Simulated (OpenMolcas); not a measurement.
# Tb²⁺: RASSCF and RASPT2 terms and fine-structure levels

Which level of Tb²⁺ lies lowest, and where do the others fall? The reference wave functions come first, then spin-orbit coupling, then second-order correlation.

The numbers are computed with OpenMolcas 26.06 (state-averaged RASSCF and RASPT2, spin-orbit coupling by RASSI with atomic mean-field integrals), except any that are marked as measured or tabulated.

## Step 1: The atom as given

```
Species                           : Tb²⁺ (terbium, Z = 65, 63 electrons)
Basis                             : ANO-R2 [8s6p4d3f1g], 76 functions
Scalar Hamiltonian                : X2C, finite nucleus
Inactive shells                   : 1s 2s 2p 3s 3p 3d 4s 4p 4d 5s 5p
Active space                      : 9 electrons in 12 orbitals (RAS2 4f; RAS3 5d, at most 1 electrons)
Some configurations of this space : 4f⁸ 5d, 4f⁹
Orbitals                          : optimised for each spin and parity, averaged over all roots
```

Outer shells as boxes (Hund's rule):

4f8 5d
```
4f [↑↓][↑ ][↑ ][↑ ][↑ ][↑ ][↑ ]
5d [↑ ][  ][  ][  ][  ]
```

4f9
```
4f [↑↓][↑↓][↑ ][↑ ][↑ ][↑ ][↑ ]
```

Each step is its own input file, run in one work folder so that later steps find the files of earlier ones. Labels, J, g values, rates, χT and fits are worked out afterwards by a script from the matrices that RASSI stores.

## Step 2: Basis and integrals

a.inp reads:

```
&GATEWAY
Coord
1

Tb 0.0 0.0 0.0
Basis=ANO-R2
Group=XYZ
NoMove
AngMom=0.0 0.0 0.0
AMFI
&SEWARD
```

## Step 3: RASSCF: sextets of odd parity, 21 roots

a.inp reads:

```
&RASSCF
FileOrb=start.orb
Symmetry=2
Spin=6
nActEl=9 0 1
Inactive=15 12
Ras2=0 7
Ras3=5 0
CIRoot=21 21 1
SDav=21
CIMx=300
Iter=120 100
PrWF=0.3
OrbListing=Nothing
MaxOrb=0
Thrs=2.0e-7 1.0e-1 5.0e-4
Atom
>>> COPY $Project.JobIph JOB001
```

start.orb holds the contracted functions of the basis, ordered by shell, or the orbitals of the step before.

## Step 4: RASSCF: quartets of odd parity, 142 roots

a.inp reads:

```
&RASSCF
FileOrb=start.orb
Symmetry=2
Spin=4
nActEl=9 0 1
Inactive=15 12
Ras2=0 7
Ras3=5 0
CIRoot=142 142 1
SDav=224
CIMx=300
Iter=120 100
PrWF=0.3
OrbListing=Nothing
MaxOrb=0
Thrs=2.0e-7 1.0e-1 5.0e-4
Atom
CIOnly
>>> COPY $Project.JobIph JOB002
```

## Step 5: RASSCF: doublets of odd parity, 142 roots

a.inp reads:

```
&RASSCF
FileOrb=start.orb
Symmetry=2
Spin=2
nActEl=9 0 1
Inactive=15 12
Ras2=0 7
Ras3=5 0
CIRoot=142 142 1
SDav=490
CIMx=300
Iter=120 100
PrWF=0.3
OrbListing=Nothing
MaxOrb=0
Thrs=2.0e-7 1.0e-1 5.0e-4
Atom
CIOnly
>>> COPY $Project.JobIph JOB003
```

## Step 6: Reference wave functions, octets of even parity, 35 roots

a.inp reads:

```
&RASSCF
FileOrb=start.orb
Symmetry=1
Spin=8
nActEl=9 0 1
Inactive=15 12
Ras2=0 7
Ras3=5 0
CIRoot=35 35 1
SDav=35
CIMx=300
Iter=120 100
PrWF=0.3
OrbListing=Nothing
MaxOrb=0
Thrs=2.0e-7 1.0e-1 5.0e-4
Atom
>>> COPY $Project.JobIph JOB004
```

## Step 7: RASSCF: sextets of even parity, 142 roots

a.inp reads:

```
&RASSCF
FileOrb=start.orb
Symmetry=1
Spin=6
nActEl=9 0 1
Inactive=15 12
Ras2=0 7
Ras3=5 0
CIRoot=142 142 1
SDav=735
CIMx=300
Iter=120 100
PrWF=0.3
OrbListing=Nothing
MaxOrb=0
Thrs=2.0e-7 1.0e-1 5.0e-4
Atom
CIOnly
>>> COPY $Project.JobIph JOB005
```

## Step 8: Reference wave functions, quartets of even parity, 142 roots

a.inp reads:

```
&RASSCF
FileOrb=start.orb
Symmetry=1
Spin=4
nActEl=9 0 1
Inactive=15 12
Ras2=0 7
Ras3=5 0
CIRoot=142 142 1
SDav=2500
CIMx=300
Iter=120 100
PrWF=0.3
OrbListing=Nothing
MaxOrb=0
Thrs=2.0e-7 1.0e-1 5.0e-4
Atom
CIOnly
>>> COPY $Project.JobIph JOB006
```

## Step 9: Reference wave functions, doublets of even parity, 142 roots

Edit a.inp of step 8 so:

```diff
@@ -3,3 +3,3 @@
 Symmetry=1
-Spin=4
+Spin=2
 nActEl=9 0 1
@@ -18,2 +18,2 @@
 CIOnly
->>> COPY $Project.JobIph JOB006
+>>> COPY $Project.JobIph JOB007
```

## Step 10: RASSI: spin-orbit coupling between the states

a.inp reads:

```
&RASSI
NrOfJobIphs=5 21 108 17 35 98
1 2 3 4 5 6 7 8 9 10 11 12 13 14 15 16 17 18 19 20 21
1 2 3 4 5 6 7 8 9 10 11 12 13 14 15 16 17 18 19 20 21 22 23 24 25 26 27
28 29 30 31 32 33 34 35 36 37 38 39 40 41 42 43 44 45 46 47 48 49 50 51
52 53 54 55 56 57 58 59 60 61 62 63 64 65 66 67 68 69 70 71 72 73 74 75
76 77 78 79 80 81 82 83 84 85 86 87 88 89 90 91 92 93 94 95 96 97 98 99
100 101 102 103 104 105 106 107 108
1 2 3 4 5 6 7 8 9 10 11 12 13 14 15 16 17
1 2 3 4 5 6 7 8 9 10 11 12 13 14 15 16 17 18 19 20 21 22 23 24 25 26 27
28 29 30 31 32 33 34 35
1 2 3 4 5 6 7 8 9 10 11 12 13 14 15 16 17 18 19 20 21 22 23 24 25 26 27
28 29 30 31 32 33 34 35 36 37 38 39 40 41 42 43 44 45 46 47 48 49 50 51
52 53 54 55 56 57 58 59 60 61 62 63 64 65 66 67 68 69 70 71 72 73 74 75
76 77 78 79 80 81 82 83 84 85 86 87 88 89 90 91 92 93 94 95 96 97 98
IphNames
JOB001
JOB002
JOB003
JOB004
JOB005
EJob
SpinOrbit
DIPRint=1.0
SOCoupling=1000.0
Subsets=2
Property=9
'ANGMOM' 1 'ANGMOM' 2 'ANGMOM' 3 'MLTPL  1' 1 'MLTPL  1' 2 'MLTPL  1' 3
'AMFI' 1 'AMFI' 2 'AMFI' 3
SOProperty=3
'ANGMOM' 1 'ANGMOM' 2 'ANGMOM' 3
```

## Step 11: CASPT2: IPEA 0.25, imaginary shift 0.1 (closed shells correlated: 5s 5p)

a.inp reads:

```
>>> COPY JOB001 $Project.JobIph
&CASPT2
Multistate=9 1 2 3 12 13 14 19 20 21
NoMult
Frozen=14 9
IPEA=0.25
Imaginary=0.1
MaxIter=60
WThr=0.0 0.3 0.05
PrWF=0.5
NoMix
>>> COPY JOB002 $Project.JobIph
&CASPT2
Multistate=30 1 2 3 14 15 16 21 22 23 40 41 42 49 50 51 64 65 66 81 82
83 86 87 88 97 98 99 100 101 102
NoMult
Frozen=14 9
IPEA=0.25
Imaginary=0.1
MaxIter=60
WThr=0.0 0.3 0.05
PrWF=0.5
NoMix
>>> COPY JOB003 $Project.JobIph
&CASPT2
Multistate=3 1 2 3
NoMult
Frozen=14 9
IPEA=0.25
Imaginary=0.1
MaxIter=60
WThr=0.0 0.3 0.05
PrWF=0.5
NoMix
>>> COPY JOB004 $Project.JobIph
&CASPT2
Multistate=15 1 2 3 10 11 12 17 18 19 22 23 24 33 34 35
NoMult
Frozen=14 9
IPEA=0.25
Imaginary=0.1
MaxIter=60
WThr=0.0 0.3 0.05
PrWF=0.5
NoMix
>>> COPY JOB005 $Project.JobIph
&CASPT2
Multistate=34 1 2 3 8 9 10 17 18 19 28 29 30 33 34 35 36 37 38 43 44 45
48 49 50 65 66 67 76 77 78 79 80 81 82
NoMult
Frozen=14 9
IPEA=0.25
Imaginary=0.1
MaxIter=60
WThr=0.0 0.3 0.05
PrWF=0.5
NoMix
```

(Steps that only read results are left out.)

What does the calculation give? Wanted: lowest level; first excited level; lowest level of another term; spin-orbit lowering of the lowest level; strongest of the lines computed, by gA, at SS-RASPT2 energies.

As calculated:

| quantity | value |
| --- | --- |
| method | SS-RASPT2, IPEA 0.25, imaginary shift 0.1 (closed shells correlated: 5s 5p) |
| lowest level | 4f⁹ ⁶H°_15/2, 96 % of that term, g = 1.329 |
| ground level listed by NIST | 6H°15/2 |
| first excited level | 4f⁹ ⁶H°_13/2 at 2860 cm⁻¹ |
| lowest level of another term | 4f⁹ ⁶F°_11/2 at 7140 cm⁻¹ |
| spin-orbit lowering of the lowest level | 5171 cm⁻¹ |
| strongest of the lines computed, by gA, at SS-RASPT2 energies | 4f⁸ 5d ⁸G_13/2 → 4f⁹ ⁶H°_15/2, 366.3 nm, A = 2.09e+05 s⁻¹ |

Cost and accuracy by method:

```csv
method,time of its own steps,time with the reference,mean absolute difference from the measured levels (cm-1)
A. RASSCF,57 min,57 min,2600
"B. SS-RASPT2, IPEA 0.25, imaginary shift 0.1, +5s 5p",7.8 min,65 min,5400
```

Times are of one thread on a shared host.

In words: The multiplet ⁶H° is inverted; its intervals divided by the larger J differ by 31 % of their mean, where Landé's rule for pure LS coupling makes them equal. Second-order correlation (method B) scales the levels of the lowest configuration above 5000 cm⁻¹ by 0.81 to 1.05. Method A lies closest to the measured levels (2600 cm⁻¹ on average) and B farthest (5400). Only the configurations of the active space and the roots asked for are present. The quartets, doublets, sextets rest on orbitals optimised for another spin in at least one step, which raises them against the optimised states. Not all states of the active space went into the spin-orbit step. CASPT2 does not keep the components of a term degenerate, and the means are used. Each term energy is a mean over a sample of its components. High states of lower spin are left out of the spin-orbit mixing. Only valence configurations of the active space appear, up to the ionisation limit; * or ° marks odd parity.
